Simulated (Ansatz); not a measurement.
# GeSiNH7 (SMILES [SiH3][NH][GeH3]) at CCSD/def2-SVP

Aim: the vertical singlet–triplet gap of GeSiNH7 at CCSD/def2-SVP, from 2 runs. 

The results are computed with Ansatz 0.2.0.

37 further runs of the same task are left out: 37 set aside as unsound or not needed.

**1. The structure to begin with**

GeSiNH7: 10 atoms, total charge 0, spin state singlet. As SMILES, `[SiH3][NH][GeH3]`. The coordinates come from a PBE0-D4/def2-TZVP relaxation.

Bond lengths: Si1–N2 1.718 Å, N2–Ge3 1.839 Å, Si1–H4 1.486 Å, Si1–H5 1.489 Å, Si1–H6 1.492 Å, N2–H7 1.009 Å, Ge3–H8 1.534 Å, Ge3–H9 1.543 Å, Ge3–H10 1.538 Å. Some angles: Si1–N2–Ge3 127.5°, Si1–N2–H7 117.0°, Ge3–N2–H7 114.2°, N2–Si1–H4 107.3°, N2–Si1–H5 110.3°, N2–Si1–H6 114.2°, N2–Ge3–H8 106.7°, N2–Ge3–H9 111.7°, N2–Ge3–H10 108.4°, H4–Si1–H5 110.0°.

**2. The energy at CCSD/def2-SVP**

The input, input.yaml:

```yaml
crystal:
  periodic: [false, false, false]
  atoms:
    - {symbol: Si, position_ang: [-1.146800, 0.522200, -0.945600]}
    - {symbol: "N", position_ang: [0.461400, 0.319100, -0.375700]}
    - {symbol: Ge, position_ang: [1.020100, -0.675800, 1.066200]}
    - {symbol: H, position_ang: [-1.923700, -0.668500, -0.512900]}
    - {symbol: H, position_ang: [-1.160200, 0.627200, -2.430500]}
    - {symbol: H, position_ang: [-1.835500, 1.735800, -0.416100]}
    - {symbol: H, position_ang: [1.159100, 0.952900, -0.736500]}
    - {symbol: H, position_ang: [-0.018900, -1.787400, 1.262400]}
    - {symbol: H, position_ang: [1.119900, 0.180400, 2.345600]}
    - {symbol: H, position_ang: [2.407800, -1.257200, 0.745900]}
basis:
  gaussian:
    orbitals: def2-SVP
correlation:
  method: ccsd
  frozen_orbitals: {Ge: 9, H: 0, "N": 1, Si: 5}
accuracy: high
scf:
  omitted_lower_state_checks: [cluster_reference, increment]
```

Started as:

```console
$ ansatz run input.yaml --threads 1 --pin off --max-ram 3480MiB --events-out events.jsonl --progress --plain --runs-dir runs
```

Output (excerpt; [...] marks lines left out):

```text
Warning: RAYON_NUM_THREADS=1 ignored (pool sized by the plan → 1); use --threads N
Functional definition: HF
  name "HF"
[...]
2209 factors; integrals over basis functions are off by at most 4.3e-9 eV
[...]
mean field -65918.15154779 eV, -2422.4473884535 hartree, gradient 2.7e-8 eV, S^2 0.000000; 0 other end points of the search recorded, 0 dependent functions left out
15 core orbitals not correlated: weight in the atoms' cores, before any rotation towards them, 1.000 or more for the frozen orbitals, at most 0.000 for the correlated occupied ones
reference -65918.15154779 eV, -2422.4473884535 hartree; 15, 15 occupied and 69, 69 virtual orbitals, 2209 factors
second order -13.90303213 eV of doubles, -0.00000000 eV of singles
cycle   1  -14.39670034 eV  change   -4.9e-1 eV  update   9.3e-2
[...]
cycle  20  -14.98426860 eV  change   6.0e-10 eV  update   2.0e-9
Total energy: -65933.13581639 eV, -2422.9980501679 hartree
Checks for a lower state left out: cluster_reference, increment
```

Wall time 23 s (1 thread of Arm Neoverse V1, shared host); peak memory 0.62 GiB.

**3. The triplet**

Edit input.yaml of step 2 so:

```diff
@@ -4,3 +4,3 @@
     - {symbol: Si, position_ang: [-1.146800, 0.522200, -0.945600]}
-    - {symbol: "N", position_ang: [0.461400, 0.319100, -0.375700]}
+    - {symbol: N, position_ang: [0.461400, 0.319100, -0.375700]}
     - {symbol: Ge, position_ang: [1.020100, -0.675800, 1.066200]}
@@ -16,2 +16,5 @@
     orbitals: def2-SVP
+magnetization:
+  spin_polarized: true
+  initial_magnetization: 2
 correlation:
```

Started as:

```console
$ ansatz run input.yaml --threads 1 --pin off --max-ram 3480MiB --events-out events.jsonl --progress --plain --runs-dir runs
```

Output (excerpt; [...] marks lines left out):

```text
Warning: RAYON_NUM_THREADS=1 ignored (pool sized by the plan → 1); use --threads N
[... 2 set-up lines as earlier in the session ...]
[...]
2209 factors; integrals over basis functions are off by at most 4.3e-9 eV
[...]
mean field -65912.30956773 eV, -2422.2326996461 hartree, gradient 2.3e-8 eV, S^2 2.010887; 3 other end points of the search recorded, 0 dependent functions left out
15 core orbitals not correlated: weight in the atoms' cores, before any rotation towards them, 1.000 or more for the frozen orbitals, at most 0.000 for the correlated occupied ones
reference -65912.30956773 eV, -2422.2326996461 hartree; 16, 14 occupied and 68, 70 virtual orbitals, 2209 factors
second order -13.41973339 eV of doubles, -0.00000000 eV of singles
cycle   1  -14.07230585 eV  change   -6.5e-1 eV  update   1.0e-1
[...]
cycle  28  -14.74006539 eV  change  -6.7e-10 eV  update   2.3e-9
Total energy: -65927.04963312 eV, -2422.7743870579 hartree
Checks for a lower state left out: cluster_reference, increment
```

It took 1.7 min on 1 thread of Arm Neoverse V1, shared host; peak memory 1.3 GiB.

**4. Results**

At CCSD/def2-SVP, 15 core orbitals frozen:

```
                                             quantity           value
                                singlet: total energy  -2422.99805 Eh
singlet: correlation energy (15 core orbitals frozen)      -550.7 mEh
                               singlet: T1 diagnostic           0.010
                                triplet: total energy  -2422.77439 Eh
triplet: correlation energy (15 core orbitals frozen)      -541.7 mEh
           triplet: ⟨S²⟩ of the reference determinant           2.011
                               triplet: T1 diagnostic           0.023
     vertical energy of the triplet above the singlet        6.086 eV
```

At this shape the triplet lies 6.09 eV (140 kcal/mol) above the singlet.
